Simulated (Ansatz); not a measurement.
# Mn in Ansatz: a series of runs

Aim: see how the results for Mn move with the level of theory and the settings. Levels: PBEsol, PBE. Tasks: work function, projected density of states.

Program: Ansatz 0.2.0. These are calculated values, not measurements. Logs are shortened: lines on timing, memory, paths and dates and some standing lists are left out, and cuts for length are marked.

### 1 The sheet as given

The cell holds a sheet with vacuum, 1 atom: a = 2.614 Å, b = 2.614 Å, c = 23.800 Å, α = 90.00°, β = 90.00°, γ = 90.00°.

The cell was built by a generator and needn't be a form met in nature.

### 2 Work function, PBEsol, collinear spin, ferromagnetic start

input.yaml reads:

```yaml
crystal:
  lattice:
    - [2.61432, 0.0, 0.0]
    - [0.0, 2.61432, 0.0]
    - [0.0, 0.0, 23.8]
  atoms:
    - { symbol: Mn, position: [0.0, 0.0, 0.29412], spin: 4.0 }
  periodic: [true, true, false]
kpoints:
  mp_grid: { grid: [10, 10, 1] }
scf:
  occupations: { method: fermi_dirac, width: 0.05 }
hamiltonian:
  xc: pbesol
  pseudopotentials: { kind: all_electron, lapw: { basis_error: 0.002 } }
magnetization:
  spin_polarized: true
output:
  forces: true
  stress: true
  eigenvalues: true
```

Potentials or basis: all-electron LAPW, scalar-relativistic.

The run is started by

```
ansatz run input.yaml --threads 2 --pin off --max-ram 8192MiB --backend cpu --events-out ev --progress --plain --runs-dir out
```

Standard output:

```text
Warning: RAYON_NUM_THREADS=2 ignored (pool sized by the plan → 2); use --threads N
LAPW: plane waves up to 8.083 Å⁻¹, error target 2.0e-3 eV per atom; small_component_spin mean_spin; Mn in spheres of 1.307 Å, 15 of its electrons in bands, Dirac shells [] (how accurate: hamiltonian.pseudopotentials.lapw.basis_error, Limitations)
Engine: ansatz 0.2.0, x86_64-unknown-linux-gnu
Pseudopotentials: kind: all_electron
Pseudopotential: Mn, LAPW, valence charge 15, lapw/all_electron/scalar/gaussian/Mn, Koelling and Harmon's equation, gaussian nucleus
Functional definition: PBEsol
  exchange = pbesol_x
  correlation = pbesol_c
Crystal: 1 atoms, lattice volume = 162.665 Å³
Basis set: ecut = 248.93671912522825 eV, 1481 PW (Γ), exchange–correlation at level 2
Bands: 14, of which v1, the nominal top of the filled ones, is band 8 counted from 1 (7 counted from 0)
Symmetry: 16 space group operations
Space group: P4/mmm (ITA 123), of the structure as read, at distance tolerance 5.5e-5 Å
Magnetic group: BNS 123.339 (UNI 999), of the structure as read, at distance tolerance 5.5e-5 Å
k-points: 21 of 100
Non-local potential: Mn, projectors of the file, none
Initial density: superposition of atomic densities (neutral atoms: chi_scale 0, normalization atom)
Starting moments: Σ|m| = 4 μB on 1 of 1 site
Initial wavefunctions: plane waves of lowest kinetic energy (no species holds an atomic orbital)
Functional: x = pbesol(κ = 0.804, μ = 0.12345679012345678), c = pbesol(β = 0.046)
iter 1 solved again at ethr=5.10e-3 eV; its pass at ethr=1.00e-1 eV (dr2=7.66e-1 eV) is discarded
SCF iter   1: F=—  HF=-31495.732849 eV  |F-HF|=—  |Δ(HF+E_count)|=         —  Δρ=7.86e-3 (↑6.98e-3 ↓7.86e-3)  dr2=7.66e-1  dr2_m=2.80e-2  M=4.301 μB ∫|m|=4.301 μB  β_m=0.30  ethr=5.10e-3  ⟨swp⟩=2.9  Hψ=3997  notcnv=0
Mixer restart at iter 1: flushing history
preconditioner: auto → LDOS  [metal: Δε(μ)=0.067 eV  Ē_g=7.475 eV  σ=0.050 eV  W_gap=0.32  n_scr=12 (ndim 8)  ℏωp=7.7 eV  f_vac=0.786  D(μ)=1.53/eV (n_scr^D=8)]
spin=Collinear: LDOS preconditioning applied to the charge; magnetization (m = ρ↑ − ρ↓) channel mixes plain (no charge-response kernel on spin).
SCF iter   2: F=—  HF=-31495.606841 eV  |F-HF|=—  |Δ(HF+E_count)|=   1.26e-1  Δρ=5.74e-3 (↑5.23e-3 ↓5.74e-3)  dr2=4.72e-1  dr2_m=1.34e-2  M=4.296 μB ∫|m|=4.297 μB  β_m=0.58  ethr=5.10e-3  ⟨swp⟩=2.0  Hψ=1723  notcnv=0
iter 3 solved again at ethr=2.60e-4 eV; its pass at ethr=3.15e-3 eV (dr2=3.90e-2 eV) is discarded
SCF iter   3: F=—  HF=-31495.549045 eV  |F-HF|=—  |Δ(HF+E_count)|=   5.78e-2  Δρ=1.89e-3 (↑1.42e-3 ↓1.89e-3)  dr2=3.86e-2  dr2_m=5.65e-4  M=4.289 μB ∫|m|=4.293 μB  β_m=0.73  ethr=2.60e-4  ⟨swp⟩=2.4  Hψ=3176  notcnv=0
SCF iter   4: F=—  HF=-31495.565596 eV  |F-HF|=—  |Δ(HF+E_count)|=         —  Δρ=7.15e-4 (↑4.76e-4 ↓7.15e-4)  dr2=2.74e-3  dr2_m=1.27e-4  M=4.318 μB ∫|m|=4.324 μB  β_m=0.77  ethr=2.58e-4  ⟨swp⟩=3.3  Hψ=1904  notcnv=0  defer=1
the basis was enlarged: its passes take 251.8 KiB over the memory plan, 2 of 2 planned eigensolver slots
SCF iter   5: F=—  HF=-31495.568637 eV  |F-HF|=—  |Δ(HF+E_count)|=   3.04e-3  Δρ=1.75e-4 (↑1.06e-4 ↓1.75e-4)  dr2=2.18e-4  dr2_m=6.51e-6  M=4.324 μB ∫|m|=4.330 μB  β_m=0.89  ethr=1.83e-5  ⟨swp⟩=2.9  Hψ=1783  notcnv=0  defer=1
SCF iter   6: F=—  HF=-31495.568771 eV  |F-HF|=—  |Δ(HF+E_count)|=   1.34e-4  Δρ=3.16e-5 (↑3.16e-5 ↓2.71e-5)  dr2=3.54e-6  dr2_m=3.26e-7  M=4.326 μB ∫|m|=4.332 μB  β_m=0.93  ethr=1.46e-6  ⟨swp⟩=3.0  Hψ=1635  notcnv=0  defer=1
SCF iter   7: F=—  HF=-31495.568786 eV  |F-HF|=—  |Δ(HF+E_count)|=   1.47e-5  Δρ=8.23e-6 (↑7.10e-6 ↓8.23e-6)  dr2=2.41e-7  dr2_m=2.88e-8  M=4.326 μB ∫|m|=4.332 μB  β_m=0.97  ethr=2.36e-8  ⟨swp⟩=3.0  Hψ=1613  notcnv=0
SCF iter   8: F=—  HF=-31495.568787 eV  |F-HF|=—  |Δ(HF+E_count)|=   6.34e-7  Δρ=2.08e-6 (↑1.89e-6 ↓2.08e-6)  dr2=4.29e-8  dr2_m=2.95e-9  M=4.326 μB ∫|m|=4.332 μB  β_m=0.98  ethr=1.61e-9  ⟨swp⟩=3.0  Hψ=1565  notcnv=0
SCF iter   9: F=-31495.568787 eV  HF=-31495.568787 eV  |F-HF|=1.16e-8  |Δ(HF+E_count)|=   4.58e-8  Δρ=7.13e-7 (↑4.94e-7 ↓7.13e-7)  dr2=1.72e-8  dr2_m=2.06e-10  M=4.326 μB ∫|m|=4.332 μB  ethr=2.86e-10  ⟨swp⟩=2.8  Hψ=1535  notcnv=0
SCF 1 converged in 9 iterations: F = -31495.568787 eV  dr2 = 1.72e-8
SCF converged after 9 iterations
Magnetization: 4.3264 μB (9.6632 up, 5.3368 down)
Absolute magnetization: 4.3322 μB (∫|ρ↑−ρ↓|)
Spin contamination: 0.0273 ħ² per cell (⟨S²⟩ above its minimum at these occupations)
Per-site moments (μB) at R_I (Å): [(3.9879129424778412, 1.3071599805217948)]
Free energy (F): -31495.568787 eV
Harris-Foulkes:  -31495.568787 eV  (|F-HF|=1.16e-8)
Internal energy: -31495.558115 eV  (E = F + TS)
E sigma→0 (E₀):  -31495.563451 eV
Entropy (-TS):   -0.010671 eV (-10.671 meV/atom)
Fermi energy:    -3.767113 eV
--- Per-component energies (eV) ---
  E_band       = -515.465208
  E_kinetic    = 31891.277502
  E_xc         = -1392.400965
  E_electrostatic = -61994.434652  (all electrons and nuclei)
  E_smearing   = -0.010671  (= −TS)
  E_closure    = 0.000000  (closes the sum)
  E_atoms      = -31487.961009  (free atoms, spherical and without spin; not in F)
  Σ components = -31495.568787   (vs F -31495.568787, Δ=0.00e0)
  Basis errors (estimates in eV, not in F): energy 9.9e-4 per atom: plane waves 8.9e-4 (5.6e-4 summed), levels above the bands 1.2e-44, relativity 2.8e-9, radial functions 1.0e-4, core shells 4.5e-9; eigenvalues (radial functions only) 3.0e-6; not estimated: angular momenta, meshes, grids; target (lapw.basis_error) 2.0e-3; muffin-tin radii Mn 1.307 Å
--- Forces (eV/Å), atoms counted from 1 ---
  atom   1  Mn     0.00000000    -0.00000000     0.00000000
  max |Σ_I F_I| component: 4.93e-32 eV/Å
--- 2D stress c σ (N/m, compression-positive) ---
       -1.269905       0.000000       0.000000
        0.000000      -1.269905       0.000000
        0.000000       0.000000       0.000000
  P = ½ c Tr σ = -1.2699 N/m
--- Band table (eV; the first three rows and the last of 42) ---
  k-point 0 ↑: bands = ["-84.5567", "-53.7944", "-53.1351", "-53.1351", "-9.4634", "-7.3620", "-6.7800", "-5.4498", "-5.4498", "-4.5732", "-4.3835", "-0.5038", "-0.0441", "0.7042"]
  k-point 1 ↑: bands = ["-84.5542", "-53.7922", "-53.1575", "-53.1332", "-9.2170", "-7.2573", "-6.7159", "-5.7935", "-5.4372", "-4.6664", "-3.9217", "-0.2951", "0.1828", "0.9175"]
  k-point 2 ↑: bands = ["-84.5476", "-53.7865", "-53.2161", "-53.1284", "-8.5529", "-6.9233", "-6.5327", "-6.3245", "-5.4038", "-4.9024", "-2.9964", "0.3317", "0.8575", "1.5578"]
  k-point 20 ↓: bands = ["-80.4063", "-49.4709", "-49.4709", "-49.4354", "-5.0592", "-3.0649", "-3.0649", "-1.6985", "-0.2060", "2.5958", "2.5958", "7.1771", "7.6126", "7.6353"]
  the weakly bound empty levels are not read free of the cell's end (augmented_plane_waves)
```

Run time: 7.4 s. Hardware: 2 threads of Intel Xeon Platinum 8488C (Sapphire Rapids), shared host; peak memory 0.5 GiB.

What came out:

| Quantity | Value |
| --- | --- |
| Free energy | -31495.5688 eV |
| Band gap on the k mesh | none (metal or under the smearing width) |
| Net moment | 4.33 μB per cell |
| Absolute moment | 4.33 μB per cell |
| Site moments | Mn +3.99 μB |
| Work function | 3.77 eV |

Levels at points of the mesh, in eV from the Fermi level:
Spin up:
| k point | band 8 | band 9 | band 10 | band 11 | band 12 | band 13 |
| --- | --- | --- | --- | --- | --- | --- |
| (0.00, 0.00, 0.00) | -1.68 | -1.68 | -0.81 | -0.62 | 3.26 | 3.72 |
| (0.00, -0.50, 0.00) | -1.71 | -1.55 | 0.05 | 2.95 | 4.47 | 6.90 |
| (-0.50, -0.50, 0.00) | -1.95 | -0.07 | 4.98 | 4.98 | 9.06 | 9.60 |
Spin down:
| k point | band 2 | band 3 | band 4 | band 5 | band 6 | band 7 | band 8 | band 9 |
| --- | --- | --- | --- | --- | --- | --- | --- | --- |
| (0.00, 0.00, 0.00) | -45.72 | -45.47 | -45.47 | -4.40 | -0.59 | 0.32 | 0.51 | 2.30 |
| (0.00, -0.50, 0.00) | -45.74 | -45.69 | -45.45 | -0.80 | -0.16 | 0.94 | 1.51 | 1.81 |
| (-0.50, -0.50, 0.00) | -45.70 | -45.70 | -45.67 | -1.29 | 0.70 | 0.70 | 2.07 | 3.56 |

### 3 Projected density of states, PBE, collinear spin, ferromagnetic start

input.yaml, as its differences from that of step 2:

```diff
@@ -10,2 +10,13 @@
   mp_grid: { grid: [10, 10, 1] }
+  band_path:
+    path:
+      - [0.0, 0.0, 0.0]
+      - [0.0, 0.5, 0.0]
+      - [0.5, 0.5, 0.0]
+      - [0.0, 0.0, 0.0]
+      - [0.0, 0.0, 0.5]
+      - [0.0, 0.5, 0.5]
+      - [0.5, 0.5, 0.5]
+      - [0.0, 0.0, 0.5]
+    npoints: 10
 scf:
@@ -13,3 +24,3 @@
 hamiltonian:
-  xc: pbesol
+  xc: pbe
   pseudopotentials: { kind: all_electron, lapw: { basis_error: 0.002 } }
@@ -21 +32,4 @@
   eigenvalues: true
+  fatbands: true
+  dos: { projected: true, de: 0.1, e_range: [-14, 6] }
+  populations: true
```

Potentials or basis: all-electron LAPW, scalar-relativistic.

The run is started by

```
ansatz run input.yaml --threads 2 --pin off --max-ram 8192MiB --backend cpu --events-out ev --progress --plain --runs-dir out
```

It took 19 s on 2 threads of Intel Xeon Platinum 8488C (Sapphire Rapids), shared host; peak memory 0.51 GiB.

It converged, with:

- Free energy: -31526.0327 eV
- Band gap along the path: none (metal or under the smearing width)
- Net moment: 4.32 μB per cell
- Absolute moment: 4.33 μB per cell
- Site moments: Mn +3.99 μB
- Work function: 3.67 eV

Levels at the corners of the path, in eV from the Fermi level:
Spin up:
```csv
point,band 6,band 7,band 8,band 9,band 10,band 11,band 12,band 13,band 14
Γ,-3.56,-3.02,-1.70,-1.70,-0.82,-0.61,3.09,3.57,4.36
X,-3.42,-2.20,-1.71,-1.56,0.12,2.97,4.47,6.86,8.29
M,-2.91,-2.91,-1.97,-0.06,5.05,5.05,9.07,9.65,9.71
Γ,-3.56,-3.02,-1.70,-1.70,-0.82,-0.61,3.09,3.57,4.36
Z,-3.56,-3.02,-1.70,-1.70,-0.82,-0.61,3.09,3.57,4.37
R,-3.42,-2.20,-1.71,-1.56,0.12,2.97,4.47,6.86,8.29
A,-2.91,-2.91,-1.97,-0.06,5.05,5.05,9.07,9.65,9.71
Z,-3.56,-3.02,-1.70,-1.70,-0.82,-0.61,3.09,3.57,4.37
```
Spin down:
```csv
point,band 2,band 3,band 4,band 5,band 6,band 7,band 8,band 9,band 10,band 11
Γ,-45.81,-45.58,-45.58,-4.45,-0.60,0.29,0.46,2.31,2.31,2.97
X,-45.84,-45.78,-45.56,-0.81,-0.16,0.87,1.48,1.83,2.49,5.55
M,-45.81,-45.81,-45.76,-1.32,0.71,0.71,2.04,3.54,6.35,6.35
Γ,-45.81,-45.58,-45.58,-4.45,-0.60,0.29,0.46,2.31,2.31,2.97
Z,-45.81,-45.58,-45.58,-4.45,-0.60,0.29,0.46,2.31,2.31,2.97
R,-45.84,-45.78,-45.56,-0.81,-0.16,0.87,1.48,1.83,2.49,5.55
A,-45.81,-45.81,-45.76,-1.32,0.71,0.71,2.04,3.54,6.35,6.35
Z,-45.81,-45.58,-45.58,-4.45,-0.60,0.29,0.46,2.31,2.31,2.97
```

States per cell in windows of 1 eV (zero at the Fermi level; states under -8 eV left out):
| from (eV) | up | down | Mn1 3d up | Mn1 3d down | Mn1 4s up | Mn1 4s down | Mn1 3s up | Mn1 3p down |
| --- | --- | --- | --- | --- | --- | --- | --- | --- |
| -8.0 | 0.00 | 0.00 | 0.00 | 0.00 | 0.00 | 0.00 | 0.00 | 0.00 |
| -7.0 | 0.00 | 0.00 | 0.00 | 0.00 | 0.00 | 0.00 | 0.00 | 0.00 |
| -6.0 | 0.08 | 0.00 | 0.01 | 0.00 | 0.07 | 0.00 | 0.00 | 0.00 |
| -5.0 | 0.17 | 0.05 | 0.05 | 0.00 | 0.12 | 0.05 | 0.00 | 0.00 |
| -4.0 | 1.45 | 0.14 | 1.29 | 0.01 | 0.14 | 0.12 | 0.00 | 0.00 |
| -3.0 | 2.38 | 0.16 | 2.22 | 0.02 | 0.13 | 0.13 | 0.00 | 0.00 |
| -2.0 | 1.22 | 0.38 | 1.14 | 0.20 | 0.07 | 0.16 | 0.00 | 0.00 |
| -1.0 | 0.37 | 0.63 | 0.19 | 0.53 | 0.09 | 0.06 | 0.00 | 0.00 |
| 0.0 | 0.25 | 1.79 | 0.03 | 1.47 | 0.06 | 0.05 | 0.00 | 0.00 |
| 1.0 | 0.22 | 1.45 | 0.01 | 1.33 | 0.04 | 0.08 | 0.00 | 0.00 |
| 2.0 | 0.21 | 1.31 | 0.01 | 1.12 | 0.03 | 0.06 | 0.00 | 0.00 |
| 3.0 | 0.53 | 0.37 | 0.02 | 0.09 | 0.09 | 0.03 | 0.00 | 0.00 |
| 4.0 | 0.79 | 0.58 | 0.01 | 0.03 | 0.06 | 0.02 | 0.00 | 0.00 |

### 4 The reference run

An earlier run on the cell as given: functional PBE; potentials or basis all-electron LAPW, scalar-relativistic; cutoff 269 eV (chosen from the basis error); basis error allowed 0.001 eV/atom; k mesh 10 × 10 × 1; occupations fermi-dirac, width 0.05 eV; collinear spin, ferromagnetic start; starting moments [4.0] μB.

- Band gap on the k mesh: none (metal or under the smearing width)
- Net moment: 4.32 μB per cell
- Absolute moment: 4.33 μB per cell
- Site moments: Mn +3.99 μB

### 5 Summary

| task | level | cutoff (eV) | basis error allowed | gap on the mesh (eV) | moment (μB) | work function (eV) |
| --- | --- | --- | --- | --- | --- | --- |
| work function | PBEsol | 249 | 0.002 eV/atom | none | 4.33 | 3.77 |
| projected density of states | PBE | 249 | 0.002 eV/atom | - | 4.32 | 3.67 |
| single point | PBE | 269 | 0.001 eV/atom | none | 4.32 | - |

Alike in all rows: potentials or basis all-electron LAPW, scalar-relativistic; spin collinear, ferromagnetic start; cell as given; k mesh 10 × 10 × 1; smearing fermi-dirac 0.05 eV.

Compare energies only between runs with the same functional and basis.
